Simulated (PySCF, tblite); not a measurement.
**C₆H₁₁FO₂Si: geometry, infrared bands and NMR shifts**

Wanted: the infrared bands and NMR shifts of C₆H₁₁FO₂Si (`COC[Si@@H]1COC=C[C@@H]1F`), by calculation.

Programs: tblite 0.8.0 and PySCF 2.14.0, with density-fitted response routines of our own. Each step states its level of theory. These are calculated values for one molecule in the gas phase, unless marked as measured. Atoms count from 0, in the outputs and in this text.

## 1. The molecule as given

21 atoms, charge 0, multiplicity 1; geometry from: force field or distance geometry start.

Bonds of the start (Å): C0–O1 1.42, O1–C2 1.41, C2–Si3 1.85, Si3–C4 1.88, C4–O5 1.44, O5–C6 1.38, C6–C7 1.30, C7–C8 1.47, C8–F9 1.38, C8–Si3 1.87, C0–H10 1.10, C0–H11 1.10, C0–H12 1.09, C2–H13 1.11, C2–H14 1.09, Si3–H15 1.48, C4–H16 1.10, C4–H17 1.08, C6–H18 1.10, C7–H19 1.11, C8–H20 1.09.

## 2. Relaxing the molecule with GFN2-xTB

Job settings and geometry (Å):

```
{"job": {"kind": "relax", "xc": "GFN2-xTB", "basis": "xTB"}, "charge": 0, "multiplicity": 1}
C      3.553200     0.542100    -0.386400
O      2.197200     0.672100    -0.779700
C      1.552400    -0.369500    -0.089100
Si    -0.267500    -0.442500    -0.421900
C     -1.038000     1.237800    -0.770700
O     -2.406400     0.886500    -1.067800
C     -3.141200     0.169800    -0.151000
C     -2.673700    -0.625600     0.771500
C     -1.272900    -0.976100     1.066000
F     -0.841600    -0.197300     2.120500
H      3.620800     0.653500     0.701900
H      4.203600     1.229700    -0.939100
H      3.858500    -0.478600    -0.633500
H      2.005400    -1.335100    -0.378600
H      1.710000    -0.206100     0.978000
H     -0.615600    -1.401200    -1.493900
H     -1.066900     1.801300     0.175900
H     -0.556100     1.715000    -1.614800
H     -4.235800     0.302500    -0.213500
H     -3.426100    -1.114600     1.418100
H     -1.168400    -2.046800     1.252500
```

Started as:

```
$ OMP_NUM_THREADS=1 python probes_run.py task.json out
```

This one command runs all jobs of the session in turn.

**Question.** This job is followed by: GFN2-xTB harmonic vibrations, gas phase; GIAO PBE0/pcSseg-1 NMR shielding, non-relativistic, gas phase. Predict these results of the whole session: strongest single infrared mode (GFN2-xTB); zero-point energy (GFN2-xTB); 13C shifts against TMS (PBE0/pcSseg-1); 1H shifts against TMS (PBE0/pcSseg-1, means over atoms taken as alike); 17O shifts against H2O (PBE0/pcSseg-1); 29Si shifts against TMS (PBE0/pcSseg-1); 19F shifts against CFCl3 (PBE0/pcSseg-1).

**Answer**, as computed:

```
                                                              quantity                                                     value
                             strongest single infrared mode (GFN2-xTB)                                     2244 cm⁻¹, 287 km/mol
                                          zero-point energy (GFN2-xTB)                                             99.7 kcal/mol
                                13C shifts against TMS (PBE0/pcSseg-1)                  160.0, 102.1, 76.4, 65.8, 63.6, 56.7 ppm
1H shifts against TMS (PBE0/pcSseg-1, means over atoms taken as alike)  6.64, 5.28, 4.91, 4.52, 4.45, 4.21, 3.49, 3.45, 3.38 ppm
                                17O shifts against H2O (PBE0/pcSseg-1)                                           119.0, -1.5 ppm
                               29Si shifts against TMS (PBE0/pcSseg-1)                                                 -39.7 ppm
                              19F shifts against CFCl3 (PBE0/pcSseg-1)                                                -219.0 ppm
```

In words: The optimisation took 127 steps and gained 0.684 eV; among the close pairs (by a distance rule), C2–Si3 changed most, from 1.852 to 1.900 Å. No mode is imaginary among the 57: a minimum at this level. The strongest single mode, at 2244 cm⁻¹, moves mainly H15. GFN2-xTB is a fitted tight-binding method: band positions and strengths are rough. Its intensities can rank the bands wrongly. The most deshielded carbon is C6 (alkene carbon bearing oxygen), at 160.0 ppm: an sp2 carbon further deshielded by the attached heteroatom. H18 (hydrogen on an alkene carbon bearing oxygen) lies farthest downfield among hydrogen, at 6.64 ppm; attached to an sp2 carbon and in the plane of the double bond. At PBE0/pcSseg-1: Shielding is most anisotropic at O5 (span 250 ppm, paramagnetic term -176 ppm).
